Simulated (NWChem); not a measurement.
# B2SiH5F (SMILES B[SiH2]BF) at 5 levels

We compute a comparison of 5 runs (HF/STO-3G, HF/3-21G, B3LYP/6-31G*, PBE/6-31G**) of B2SiH5F. 

The results are computed with NWChem 7.3.0.

## (1) The molecule

The species is B2SiH5F (9 atoms), meant as a singlet with charge 0. As SMILES, `B[SiH2]BF`. The coordinates come from a GFN2-xTB relaxation. This is one conformer, not always the lowest.

Bond lengths: B1–Si2 1.953 Å, Si2–B3 1.984 Å, B3–F4 1.318 Å, B1–H5 1.171 Å, B1–H6 1.170 Å, Si2–H7 1.478 Å, Si2–H8 1.478 Å, B3–H9 1.179 Å. Some angles: B1–Si2–B3 105.2°, Si2–B3–F4 119.4°, B1–Si2–H7 114.5°, B1–Si2–H8 114.8°, B3–Si2–H7 110.1°, B3–Si2–H8 109.9°, Si2–B1–H5 121.4°, Si2–B1–H6 121.6°, Si2–B3–H9 126.6°, F4–B3–H9 113.9°.

## (2) Energy and forces at HF/STO-3G (run 1)

Contents of struct.nw:

```
start struct
memory 2200 mb

geometry noautosym nocenter noautoz
   B    -0.964080    1.319810    0.009850
   Si    0.695180    0.310200   -0.193090
   B     0.220770   -1.565380    0.246580
   F    -0.490240   -2.270120   -0.610130
   H    -1.332200    1.683980    1.060410
   H    -1.680900    1.508430   -0.894960
   H     1.294080    0.379250   -1.542630
   H     1.807010    0.763830    0.667760
   H     0.450370   -2.130000    1.256210
end

basis spherical bse
   * library STO-3G
end

scf
   thresh 1e-08
   maxiter 80
   print medium
end

task scf gradient
```

Launch:

```console
nwchem struct.nw > struct.out
```

The log of the run:

```text
[...]
  functions       =    29
[...]
  wavefunction    = RHF
[...]
         Total SCF energy =   -435.312967419922
      One-electron energy =   -862.358660124248
      Two-electron energy =    298.038935845509
 Nuclear repulsion energy =    129.006756858817
        Time for solution =      1.0s
[...]
                         RHF ENERGY GRADIENTS
    atom               coordinates                        gradient
                 x          y          z           x          y          z
   1 B      -1.821847   2.494079   0.018614    0.005922  -0.006187  -0.001090
   2 Si      1.313700   0.586193  -0.364887   -0.044154  -0.004727   0.006618
   3 B       0.417195  -2.958139   0.465969    0.015611   0.018041   0.011759
   4 F      -0.926419  -4.289905  -1.152979   -0.011036  -0.009612  -0.010411
   5 H      -2.517493   3.182261   2.003884   -0.002605   0.001614   0.006474
   6 H      -3.176440   2.850519  -1.691229   -0.003878   0.000525  -0.004725
   7 H       2.445457   0.716679  -2.915148    0.017961   0.001874  -0.022180
   8 H       3.414754   1.443429   1.261883    0.025880   0.006548   0.010856
   9 H       0.851076  -4.025116   2.373893   -0.003701  -0.008076   0.002701
[...]
```

Wall time 1.9 s (1 thread of Intel Xeon 6975P-C (Granite Rapids), shared host); peak memory 0.096 GiB.

## (3) Energy and forces at HF/3-21G (run 2)

Contents of calc.nw:

```
start calc
memory 2200 mb

geometry units atomic noautosym nocenter noautoz
  B   -1.82184716   2.49407944   0.01861380
  Si   1.31369981   0.58619304  -0.36488722
  B    0.41719484  -2.95813948   0.46596867
  F   -0.92641934  -4.28990507  -1.15297860
  H   -2.51749314   3.18226100   2.00388448
  H   -3.17644064   2.85051958  -1.69122929
  H    2.44545678   0.71667863  -2.91514821
  H    3.41475400   1.44342951   1.26188352
  H    0.85107595  -4.02511665   2.37389286
end

basis spherical bse
  * library 3-21G
end

scf
  thresh 1e-08
  maxiter 80
end

task scf gradient
```

Launch:

```console
nwchem calc.nw > calc.out
```

The log of the run:

```text
[...]
  functions       =    50
[...]
  wavefunction    = RHF
[...]
         Total SCF energy =   -438.278668529234
      One-electron energy =   -862.850790346971
      Two-electron energy =    295.565374287534
 Nuclear repulsion energy =    129.006747530203
        Time for solution =      1.2s
[...]
                         RHF ENERGY GRADIENTS
    atom               coordinates                        gradient
                 x          y          z           x          y          z
   1 B      -1.821847   2.494079   0.018614    0.012251  -0.010213  -0.001474
   2 Si      1.313700   0.586193  -0.364887   -0.025318  -0.001962   0.004134
   3 B       0.417195  -2.958139   0.465969   -0.010795   0.001810  -0.024489
   4 F      -0.926419  -4.289905  -1.152979    0.020570   0.019256   0.028294
   5 H      -2.517493   3.182261   2.003884    0.002002  -0.002932  -0.008766
   6 H      -3.176441   2.850520  -1.691229    0.005488  -0.001524   0.008153
   7 H       2.445457   0.716679  -2.915148    0.002264   0.000907   0.008749
   8 H       3.414754   1.443430   1.261884   -0.001263  -0.002613  -0.008547
   9 H       0.851076  -4.025117   2.373893   -0.005199  -0.002728  -0.006053
[...]
```

It took 2.2 s on 1 thread of Intel Xeon 6975P-C (Granite Rapids), shared host; peak memory 0.094 GiB.

## (4) Energy and forces at B3LYP/6-31G(d) (spherical functions) (run 3)

Contents of b2fh5si.nw:

```
echo
START b2fh5si
memory 2200 mb
charge 0
GEOMETRY units angstrom noautosym nocenter noautoz
  B       -0.964080       1.319810       0.009850
  Si       0.695180       0.310200      -0.193090
  B        0.220770      -1.565380       0.246580
  F       -0.490240      -2.270120      -0.610130
  H       -1.332200       1.683980       1.060410
  H       -1.680900       1.508430      -0.894960
  H        1.294080       0.379250      -1.542630
  H        1.807010       0.763830       0.667760
  H        0.450370      -2.130000       1.256210
END
BASIS spherical bse
  * library 6-31G*
END
DFT
  xc b3lyp
  grid xfine
  convergence energy 1e-08
  maxiter 100
  mulliken
  print low
END
TASK dft gradient
```

Launch:

```console
nwchem b2fh5si.nw > b2fh5si.out
```

The log of the run:

```text
[...]
 d= 0,ls=0.0,diis     1   -441.9642559335 -5.71D+02  1.33D-02  4.61D-01     2.6
[...]
 d= 0,ls=0.0,diis     8   -442.0307954244  9.61D-09  5.58D-06  2.14D-07    16.8
         Total DFT energy =     -442.030795424392
      One electron energy =     -866.278022929416
           Coulomb energy =      336.716367018286
    Exchange-Corr. energy =      -41.475896372079
 Nuclear repulsion energy =      129.006756858817
[...]
      Total Density - Mulliken Population Analysis
     ---------------------------------------------
    Atom       Charge   Shell Charges
 -----------   ------   -------------------------------------------------------
    1 B    5     5.05   2.00  0.61  1.40  0.53  0.49  0.03
    2 Si  14    13.91   2.00  2.00  5.96  1.01  2.07  0.27  0.50  0.12
    3 B    5     4.71   2.00  0.58  1.34  0.43  0.28  0.08
    4 F    9     9.22   2.00  0.94  3.33  0.98  1.97  0.01
    5 H    1     0.99   0.53  0.46
    6 H    1     0.98   0.53  0.46
    7 H    1     1.04   0.51  0.53
    8 H    1     1.05   0.51  0.54
    9 H    1     1.04   0.53  0.51
[...]
                         DFT ENERGY GRADIENTS
    atom               coordinates                        gradient
                 x          y          z           x          y          z
   1 B      -1.821847   2.494079   0.018614    0.003652  -0.003370  -0.001199
   2 Si      1.313700   0.586193  -0.364887   -0.020410  -0.007570   0.005590
   3 B       0.417195  -2.958139   0.465969    0.004447   0.010109  -0.003776
   4 F      -0.926419  -4.289905  -1.152979    0.005845   0.004865   0.010966
   5 H      -2.517493   3.182261   2.003884    0.003407  -0.004095  -0.011201
   6 H      -3.176440   2.850519  -1.691229    0.007735  -0.001887   0.010246
   7 H       2.445457   0.716679  -2.915148    0.001947   0.001558   0.007855
   8 H       3.414754   1.443429   1.261883   -0.001428  -0.001677  -0.007856
   9 H       0.851076  -4.025116   2.373893   -0.005195   0.002068  -0.010626
 Task  times  cpu:       21.2s     wall:       21.2s
[...]
```

Wall time 22 s (1 thread of Intel Xeon 6975P-C (Granite Rapids), shared host); peak memory 0.14 GiB.

Run 4 isn't shown in full; the table further down has it.

## (5) Energy and forces at B3LYP/6-31G(d) (Cartesian functions) (run 5)

Contents of b2fh5si.nw:

```
echo
start b2fh5si
memory stack 880 mb heap 220 mb global 1100 mb
charge 0

geometry units angstrom noautosym nocenter noautoz
 B     -0.964080     1.319810     0.009850
 Si     0.695180     0.310200    -0.193090
 B      0.220770    -1.565380     0.246580
 F     -0.490240    -2.270120    -0.610130
 H     -1.332200     1.683980     1.060410
 H     -1.680900     1.508430    -0.894960
 H      1.294080     0.379250    -1.542630
 H      1.807010     0.763830     0.667760
 H      0.450370    -2.130000     1.256210
end

basis
 * library 6-31G*
end

dft
 xc b3lyp
 grid xfine
 convergence energy 1e-08
 iterations 100
 mulliken
 print medium
end

task dft gradient
```

Launch:

```console
nwchem b2fh5si.nw > b2fh5si.out
```

The log of the run:

```text
[...]
          Wavefunction type:  closed shell.
          No. of atoms     :     9
          No. of electrons :    38
[...]
          Charge           :     0
          Spin multiplicity:     1
[...]
          AO basis - number of functions:    74
[...]
              XC Information
              --------------
                         B3LYP Method XC Potential
                     Hartree-Fock (Exact) Exchange  0.200
                        Slater Exchange Functional  0.800 local
                    Becke 1988 Exchange Functional  0.720 non-local
              Lee-Yang-Parr Correlation Functional  0.810
                  VWN I RPA Correlation Functional  0.190 local
[...]
 d= 0,ls=0.0,diis     1   -441.9664228777 -5.71D+02  1.38D-02  5.42D-01     2.5
[...]
 d= 0,ls=0.0,diis    10   -442.0347982911 -3.26D-10  1.88D-07  3.34D-10    21.4
         Total DFT energy =     -442.034798291125
      One electron energy =     -866.192656803494
           Coulomb energy =      336.589555298519
    Exchange-Corr. energy =      -41.438453644967
 Nuclear repulsion energy =      129.006756858817
[...]
  wavefunction    = closed shell
                         DFT ENERGY GRADIENTS
    atom               coordinates                        gradient
                 x          y          z           x          y          z
   1 B      -1.821847   2.494079   0.018614    0.003641  -0.003357  -0.001202
   2 Si      1.313700   0.586193  -0.364887   -0.020324  -0.007735   0.005606
   3 B       0.417195  -2.958139   0.465969    0.004622   0.010346  -0.003538
   4 F      -0.926419  -4.289905  -1.152979    0.005616   0.004688   0.010676
   5 H      -2.517493   3.182261   2.003884    0.003384  -0.004094  -0.011167
   6 H      -3.176440   2.850519  -1.691229    0.007693  -0.001877   0.010220
   7 H       2.445457   0.716679  -2.915148    0.001944   0.001568   0.007818
   8 H       3.414754   1.443429   1.261883   -0.001415  -0.001637  -0.007823
   9 H       0.851076  -4.025116   2.373893   -0.005161   0.002097  -0.010590
[...]
```

Run time: 26 s. Hardware: 1 thread of Intel Xeon 6975P-C (Granite Rapids), shared host; peak memory 0.14 GiB.

## (6) All runs side by side

```tsv
run	level	iteration cap	module	energy (Eh)	dipole moment (D)	HOMO energy (eV)	LUMO energy (eV)	wall time
1	HF/STO-3G	80	scf	-435.312967	0.24	-8.64	5.89	1.9 s
2	HF/3-21G	80	scf	-438.278669	0.91	-10.96	1.00	2.2 s
3	B3LYP/6-31G* (spherical functions)	100	dft	-442.030795	–	–	–	22 s
4	PBE/6-31G** (spherical functions)	100	dft	-441.653897	–	–	–	32 s
5	B3LYP/6-31G* (Cartesian functions)	100	dft	-442.034798	0.43	-7.61	-2.63	26 s
```

## (7) Results

```
                       quantity          value
            run 5: total energy  -442.03480 Eh
           run 5: dipole moment         0.43 D
             run 5: HOMO energy       -7.61 eV
             run 5: LUMO energy       -2.63 eV
           run 5: HOMO–LUMO gap        4.99 eV
run 5: largest force on an atom     1.155 eV/Å
```

**Reading.** Over runs 1, 2, 5 the dipole moment (its size) runs from 0.24 D (HF/STO-3G) to 0.91 D (HF/3-21G). Over runs 1, 2, 5 the HOMO–LUMO gap runs from 4.99 eV (B3LYP/6-31G*) to 14.52 eV (HF/STO-3G). The two ends differ in method and basis. Totals of different functionals can't be ranked against each other. In run 1 the basis is minimal, so the values are rough. All runs together took 84 s, the longest 32 s.
